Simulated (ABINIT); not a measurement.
# BiTe (Fm-3m) in ABINIT: settings compared, part 3 of 3

ABINIT 10.8.3 (patched build). The steps go on from the part before.

### Step 5. Single point, LDA

run.abi

```
# Pseudopotentials
pp_dirpath "./"
pseudos "Bi.upf, Te.upf"

# Structure
acell 3*1.0
rprim
     0.0000000000     6.1132640132     6.1132640132
     6.1132640132     0.0000000000     6.1132640132
     6.1132640132     6.1132640132     0.0000000000
ntypat 2
znucl 83 52
natom 2
typat 1 2
xcart
     0.0000000000     0.0000000000     0.0000000000
     6.1132640132     6.1132640132     6.1132640132

# Plane-wave basis
ecut 35.0

# k points
kptopt 1
ngkpt 5 5 5
nshiftk 1
shiftk 0.0 0.0 0.0

# Exchange and correlation
ixc 7

# Bands and occupations
nband 20
occopt 3
tsmear 0.00183747

# SCF cycle
nstep 100
tolvrs 1.0e-10

# Output
iomode 3
prtwf 0
prtden 0
prteig 0
prtebands 0
```

Potentials or basis: PseudoDojo NC SR LDA v0.4.1 standard.

Run with:

```console
> mpirun --bind-to none -np 4 abinit run.abi > log 2>&1
```

run.abo:

```text
.Version 10.8.3 of ABINIT
 Symmetries : space group Fm -3 m (#225); Bravais cF (face-center cubic)
================================================================================
 Values of the parameters that define the memory need of the present run
     intxc =       0    ionmov =       0      iscf =       7    lmnmax =       6
     lnmax =       6     mgfft =      48  mpssoang =       3    mqgrid =    3001
     natom =       2  nloc_mem =       1    nspden =       1   nspinor =       1
    nsppol =       1      nsym =      48    n1xccc =    2501    ntypat =       2
    occopt =       3   xclevel =       1
       mpw =        4552          nfft =      110592          nkpt =          10
================================================================================
================================================================================

--------------------------------------------------------------------------------
------------- Echo of variables that govern the present computation ------------
--------------------------------------------------------------------------------
 -outvars: echo values of preprocessed input variables --------
            acell      1.0000000000E+00  1.0000000000E+00  1.0000000000E+00 Bohr
              amu      2.08980370E+02  1.27600000E+02
             ecut      3.50000000E+01 Hartree
              ixc           7
         kptrlatt        5    0    0      0    5    0      0    0    5
          kptrlen      4.32273044E+01
            natom           2
            nband          20
            ngfft          48      48      48
             nkpt          10
            nstep         100
             nsym          48
           ntypat           2
           occopt           3
           prtden           0
        prtebands           0
           prteig           0
            prtwf           0
            rprim      0.0000000000E+00  6.1132640132E+00  6.1132640132E+00
                       6.1132640132E+00  0.0000000000E+00  6.1132640132E+00
                       6.1132640132E+00  6.1132640132E+00  0.0000000000E+00
          spgroup         225
           tolvrs      1.00000000E-10
           tsmear      1.83747000E-03 Hartree
            typat      1  2
           xangst      0.0000000000E+00  0.0000000000E+00  0.0000000000E+00
                       3.2349999978E+00  3.2349999978E+00  3.2349999978E+00
            xcart      0.0000000000E+00  0.0000000000E+00  0.0000000000E+00
                       6.1132640132E+00  6.1132640132E+00  6.1132640132E+00
             xred      0.0000000000E+00  0.0000000000E+00  0.0000000000E+00
                       5.0000000000E-01  5.0000000000E-01  5.0000000000E-01
            znucl       83.00000   52.00000

================================================================================

 chkinp: Checking input parameters for consistency.

================================================================================
== DATASET  1 ==================================================================

--- !DatasetInfo
iteration_state: {dtset: 1, }
dimensions: {natom: 2, nkpt: 10, mband: 20, nsppol: 1, nspinor: 1, nspden: 1, mpw: 4552, }
cutoff_energies: {ecut:  35.0, pawecutdg:  -1.0, }
electrons: {nelect:   3.10000000E+01, charge:   0.00000000E+00, occopt:   3.00000000E+00, tsmear:   1.83747000E-03, }
meta: {optdriver: 0, ionmov: 0, optcell: 0, iscf: 7, paral_kgb: 0, }
...

 Exchange-correlation functional for the present dataset will be:
  LDA: Perdew-Wang 92 LSD fit to Ceperley-Alder data - ixc=7
  J.P.Perdew and Y.Wang, PRB 45, 13244 (1992)

 Real(R)+Recip(G) space primitive vectors, cartesian coordinates (Bohr,Bohr^-1):
[... 51 lines left out ...]
lattice_vectors:
- [  0.0000000,   6.1132640,   6.1132640, ]
- [  6.1132640,   0.0000000,   6.1132640, ]
- [  6.1132640,   6.1132640,   0.0000000, ]
lattice_lengths: [   8.64546,    8.64546,    8.64546, ]
lattice_angles: [ 60.000,  60.000,  60.000, ] # degrees, (23, 13, 12)
lattice_volume:   4.5692977E+02
convergence: {deltae:  6.253E-13, res2:  2.534E-13, residm:  5.898E-06, diffor: null, }
etotal    :  -1.86557380E+02
entropy   :   0.00000000E+00
fermie    :   1.86466911E-01
cartesian_stress_tensor: # hartree/bohr^3
- [  1.01998137E-04,   0.00000000E+00,   0.00000000E+00, ]
- [  0.00000000E+00,   1.01998137E-04,   0.00000000E+00, ]
- [  0.00000000E+00,   0.00000000E+00,   1.01998137E-04, ]
pressure_GPa:  -3.0009E+00
xred      :
- [  0.0000E+00,   0.0000E+00,   0.0000E+00, Bi]
- [  5.0000E-01,   5.0000E-01,   5.0000E-01, Te]
cartesian_forces: # hartree/bohr
- [ -0.00000000E+00,  -0.00000000E+00,  -0.00000000E+00, ]
- [ -0.00000000E+00,  -0.00000000E+00,  -0.00000000E+00, ]
force_length_stats: {min:   0.00000000E+00, max:   0.00000000E+00, mean:   0.00000000E+00, }
...

 Integrated electronic density in atomic spheres:
 ------------------------------------------------
 Atom  Sphere_radius  Integrated_density
    1        2.00000         10.72724610
    2        2.00000         11.94627107
================================================================================

 ----iterations are completed or convergence reached----

 Mean square residual over all n,k,spin=   46.048E-09; max=  58.975E-07
 reduced coordinates (array xred) for    2 atoms
       0.000000000000      0.000000000000      0.000000000000
       0.500000000000      0.500000000000      0.500000000000
 rms dE/dt=  0.0000E+00; max dE/dt=  0.0000E+00; dE/dt below (all hartree)
    1       0.000000000000      0.000000000000      0.000000000000
    2       0.000000000000      0.000000000000      0.000000000000

 cartesian coordinates (angstrom) at end:
    1      0.00000000000000     0.00000000000000     0.00000000000000
    2      3.23499999782420     3.23499999782420     3.23499999782420

 cartesian forces (hartree/bohr) at end:
    1     -0.00000000000000    -0.00000000000000    -0.00000000000000
    2     -0.00000000000000    -0.00000000000000    -0.00000000000000
 frms,max,avg= 0.0000000E+00 0.0000000E+00   0.000E+00  0.000E+00  0.000E+00 h/b

 cartesian forces (eV/Angstrom) at end:
    1     -0.00000000000000    -0.00000000000000    -0.00000000000000
    2     -0.00000000000000    -0.00000000000000    -0.00000000000000
 frms,max,avg= 0.0000000E+00 0.0000000E+00   0.000E+00  0.000E+00  0.000E+00 e/A
 length scales=  1.000000000000  1.000000000000  1.000000000000 bohr
              =  0.529177210544  0.529177210544  0.529177210544 angstroms
 Fermi (or HOMO) energy (hartree) =   0.18647   Average Vxc (hartree)=  -0.37405
 Eigenvalues (hartree) for nkpt=  10  k points:
 kpt#   1, nband= 20, wtk=  0.00800, kpt=  0.0000  0.0000  0.0000 (reduced coord)
  -1.18193   -1.18193   -1.18188   -1.18188   -1.18188   -0.66138   -0.66138   -0.66115
  -0.66115   -0.66115   -0.31491   -0.11986    0.09124    0.09124    0.09124    0.26234
   0.26234    0.26234    0.35823    0.35823
      occupation numbers for kpt#   1
   2.00000    2.00000    2.00000    2.00000    2.00000    2.00000    2.00000    2.00000
   2.00000    2.00000    2.00000    2.00000    2.00000    2.00000    2.00000    0.00000
   0.00000    0.00000    0.00000    0.00000
 prteigrs : prtvol=0 or 1, do not print more k-points.

--- !EnergyTerms
iteration_state     : {dtset: 1, }
comment             : Components of total free energy in Hartree
kinetic             :  9.58063068434222E+01
hartree             :  4.34319277784105E+01
xc                  : -4.56377610025986E+01
Ewald energy        : -1.11576664956898E+02
psp_core            :  5.35038217916036E+00
local_psp           : -1.29921880282814E+02
non_local_psp       : -4.40091420815780E+01
internal            : -1.86556831522895E+02
'-kT*entropy'       : -5.48948148576599E-04
total_energy        : -1.86557380471044E+02
total_energy_eV     : -5.07648493703601E+03
band_energy         : -1.87772425548396E+01
...

 Cartesian components of stress tensor (hartree/bohr^3)
  sigma(1 1)=  1.01998137E-04  sigma(3 2)=  0.00000000E+00
  sigma(2 2)=  1.01998137E-04  sigma(3 1)=  0.00000000E+00
  sigma(3 3)=  1.01998137E-04  sigma(2 1)=  0.00000000E+00

-Cartesian components of stress tensor (GPa)         [Pressure= -3.0009E+00 GPa]
- sigma(1 1)=  3.00088880E+00  sigma(3 2)=  0.00000000E+00
- sigma(2 2)=  3.00088880E+00  sigma(3 1)=  0.00000000E+00
- sigma(3 3)=  3.00088880E+00  sigma(2 1)=  0.00000000E+00

== END DATASET(S) ==============================================================
================================================================================

 -outvars: echo values of variables after computation  --------
            acell      1.0000000000E+00  1.0000000000E+00  1.0000000000E+00 Bohr
           etotal     -1.8655738047E+02
            fcart     -0.0000000000E+00 -0.0000000000E+00 -0.0000000000E+00
                      -0.0000000000E+00 -0.0000000000E+00 -0.0000000000E+00
            rprim      0.0000000000E+00  6.1132640132E+00  6.1132640132E+00
                       6.1132640132E+00  0.0000000000E+00  6.1132640132E+00
                       6.1132640132E+00  6.1132640132E+00  0.0000000000E+00
           strten      1.0199813723E-04  1.0199813723E-04  1.0199813723E-04
                       0.0000000000E+00  0.0000000000E+00  0.0000000000E+00
           xangst      0.0000000000E+00  0.0000000000E+00  0.0000000000E+00
                       3.2349999978E+00  3.2349999978E+00  3.2349999978E+00
             xred      0.0000000000E+00  0.0000000000E+00  0.0000000000E+00
                       5.0000000000E-01  5.0000000000E-01  5.0000000000E-01
 Calculation completed.
```

Run time: 7.2 s. Hardware: 4 MPI ranks of Intel Xeon 6975P-C (Granite Rapids), shared host; peak memory 0.32 GiB.

Results:

| Property | Result |
| --- | --- |
| Free energy | -5076.4849 eV |
| Pressure | -3.0 GPa |
| Band gap on the k mesh | none (metal or under the smearing width) |
| Valence electrons inside the program's atomic spheres | Bi 10.73; Te 11.95 |

Caveat: spin-orbit coupling is left out, which moves the levels of the heavy elements.

### Step 6. Summary

| task | level | potentials or basis | cell | cutoff (eV) | cell freedom (optcell) | optimiser (ionmov) | cutoff smearing ecutsm (Ha) | force stop (Ha/bohr) | fine-grid cutoff | gap on the mesh (eV) | pressure (GPa) | relaxed volume (Å³/atom) |
| --- | --- | --- | --- | --- | --- | --- | --- | --- | --- | --- | --- | --- |
| relaxation of cell and atoms | PBE | JTH PAW PBE v2.0 | relaxed | 599 | 2 | 2 | 0.5 | 2e-05 | 1197.3 eV | none | 0.0 | 34.27 |
| relaxation of cell and atoms | PBE | JTH PAW PBE v2.0 sp | relaxed | 408 | 2 | 2 | 0.5 | 2e-05 | 816.342 eV | none | 0.0 | 34.32 |
| single point | PBE | JTH PAW PBE v2.0 sp | cell relaxed | 408 | - | - | - | - | 816.342 eV | none | 0.0 | - |
| single point | LDA | PseudoDojo NC SR LDA v0.4.1 standard | as given | 952 | - | - | - | - | - | none | -3.0 | - |

Alike in all rows: no spin polarisation; k mesh 5 × 5 × 5; smearing fermi-dirac 0.05 eV.

Caveats: spin-orbit coupling is left out, which moves the levels of the heavy elements; this set keeps more shells in the core, which shifts pressures and gaps (some runs).

Total energies depend on the potentials used, so only differences within one code and one set of settings carry meaning.
